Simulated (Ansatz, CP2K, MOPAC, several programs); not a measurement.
Energy against volume for BAs in the zincblende structure, at fixed shape and fractional coordinates, computed by several methods (PBE and r2SCAN, where shown, with plane waves in Ansatz); the cell shown is that of r2SCAN. Space group F-43m (No. 216), cubic; conventional cell a = 4.784 Å, 13.68 Å³ an atom. Around B lie 4 As at 2.07 Å; around As lie 4 B at 2.07 Å. Calculated for a static, non-magnetic cell. Energies count from each curve's lowest point; fits are third-order Birch-Murnaghan.

```cif
data_structure
_symmetry_space_group_name_H-M 'F-43m'
_symmetry_Int_Tables_number 216
_cell_length_a 4.7837
_cell_length_b 4.7837
_cell_length_c 4.7837
_cell_angle_alpha 90.000
_cell_angle_beta 90.000
_cell_angle_gamma 90.000
_cell_volume 109.47
loop_
_atom_site_label
_atom_site_type_symbol
_atom_site_symmetry_multiplicity
_atom_site_Wyckoff_symbol
_atom_site_fract_x
_atom_site_fract_y
_atom_site_fract_z
_atom_site_occupancy
B1 B 4 a 0.00000 0.00000 0.00000 1
As1 As 4 d 0.25000 0.25000 0.75000 1
```

Task: PBE, on the shape of its own relaxed cell, gives

| V (Å³/atom) | E (meV/atom) |
| --- | --- |
| 13.070 | 22.84 |
| 13.487 | 5.43 |
| 13.904 | 0.00 |
| 14.321 | 4.88 |
| 14.738 | 18.57 |

What equilibrium volume and bulk modulus follow?

Result: V₀ = 13.90 Å³ an atom and B₀ = 131 GPa.

Task: PBE/DZVP (CP2K), on the shape of the cell shown, gives
```tsv
V (Å³/atom)	E (meV/atom)
12.042	140.94
12.863	41.01
13.684	0.00
14.505	2.79
15.326	38.14
```
What equilibrium volume and bulk modulus follow?

Result: V₀ = 14.02 Å³ an atom and B₀ = 128 GPa.

PBE/SZV (CP2K), on the shape of the cell shown:
```tsv
V (Å³/atom)	E (meV/atom)
12.042	232.55
12.863	95.33
13.684	23.22
14.505	0.00
15.326	13.66
```
V₀ = 14.57 Å³ an atom and B₀ = 124 GPa.

PM7 (MOPAC), on the shape of the cell shown, as a cluster of 64 atoms at the zone centre:
```
V (Å³/atom)  E (meV/atom)
     12.042         80.45
     12.863          0.00
     13.684         10.15
     14.505         88.59
     15.326        223.58
```
The points scatter about the fit by more than 0.3 meV an atom, so no fit is quoted.

light PBE (260 eV and a coarse mesh), on the shape of the cell shown:
```
V (Å³/atom)  E (meV/atom)
     12.589         55.92
     13.137          9.39
     13.684          0.00
     14.231          6.66
     14.779          6.86
     15.326         44.67
```
The points scatter about the fit by more than 0.3 meV an atom, since at so low a cutoff the number of plane waves jumps with the volume, so no fit is quoted.
